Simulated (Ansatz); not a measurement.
**ClGaH4Si: small, medium and large basis sets**

One table from this session's results is given with a row withheld; the runs are named, their logs left out.

Program: Ansatz 0.2.0, Gaussian basis. Level of theory: one geometry, several basis sets. These are calculated values, not measurements.

The runs, in order: PBE0-D4/def2-SVP; ωB97M-V/def2-SVP; PBE0-D4/def2-QZVPP; ωB97M-V/def2-QZVPP; the functionals' def2-TZVPP values are taken from earlier runs.

**The relaxed structure**

All runs share one geometry, relaxed beforehand with PBE0-D4 in a triple-zeta def2 set.

SMILES `[SiH3][GaH][Cl]`, 7 atoms, charge 0, spin multiplicity 1.

Atoms are counted from 1 here; the program's logs count them from 0.

Bond lengths: Si1–Ga2 2.404 Å, Si1–H4 1.487 Å, Si1–H5 1.487 Å, Si1–H6 1.487 Å, Ga2–Cl3 2.161 Å, Ga2–H7 1.564 Å. Angles: Ga2–Si1–H4 109.1°, Ga2–Si1–H5 109.1°, Ga2–Si1–H6 111.9°, H4–Si1–H5 108.8°, H4–Si1–H6 108.9°, H5–Si1–H6 108.9°, Si1–Ga2–Cl3 113.6°, Si1–Ga2–H7 133.0°, Cl3–Ga2–H7 113.3°.

Geometry (Å):

```xyz
7

Si   -0.8871    0.5685   -0.3002
Ga    1.0025   -0.5995    0.6193
Cl    2.1811   -1.6420   -0.8617
H    -1.7756   -0.4069   -0.9865
H    -0.4076    1.5636   -1.2961
H    -1.6670    1.2750    0.7508
H     1.5537   -0.7588    2.0743
```

Set-up of the first run:

Input file in.yaml:

```yaml
crystal:
  periodic: [false, false, false]
  atoms:
    - {symbol: Si, position_ang: [-0.887078, 0.568545, -0.300161]}
    - {symbol: Ga, position_ang: [1.002510, -0.599505, 0.619254]}
    - {symbol: Cl, position_ang: [2.181114, -1.641956, -0.861660]}
    - {symbol: H, position_ang: [-1.775592, -0.406851, -0.986500]}
    - {symbol: H, position_ang: [-0.407623, 1.563639, -1.296089]}
    - {symbol: H, position_ang: [-1.667025, 1.274952, 0.750787]}
    - {symbol: H, position_ang: [1.553695, -0.758824, 2.074349]}
basis:
  gaussian: {orbitals: def2-SVP}
hamiltonian: {xc: pbe0, dispersion: d4}
output: {orbitals: {seedname: orbitals}}
```

Launch:

```bash
> ansatz run in.yaml --threads 2 --pin off --events-out ev --progress --plain --max-ram 32768MiB --backend cpu
```

Among the steps run: PBE0-D4 in def2-SVP; ωB97M-V in def2-SVP; PBE0-D4 in def2-QZVPP; ωB97M-V in def2-QZVPP.

One of the session's tables, all rows but one given; the rest of the session is left out.

It belongs to the step «Density functionals: the series». 

| functional | basis | HOMO (eV) | LUMO (eV) |
| --- | --- | --- | --- |
| PBE0-D4 | def2-SVP | -7.78 | -2.04 |
| PBE0-D4 | def2-TZVPP | -7.84 | -2.13 |
| PBE0-D4 | def2-QZVPP | -7.86 | -2.16 |
| ωB97M-V | def2-SVP | -9.78 | -0.25 |
| ωB97M-V | def2-TZVPP | ? | ? |
| ωB97M-V | def2-QZVPP | -9.90 | -0.48 |

Estimate the missing values for ωB97M-V, def2-TZVPP.

As computed: HOMO (eV): -9.88; LUMO (eV): -0.39. In the column «HOMO (eV)» it lies between ωB97M-V, def2-QZVPP (-9.90) and ωB97M-V, def2-SVP (-9.78).
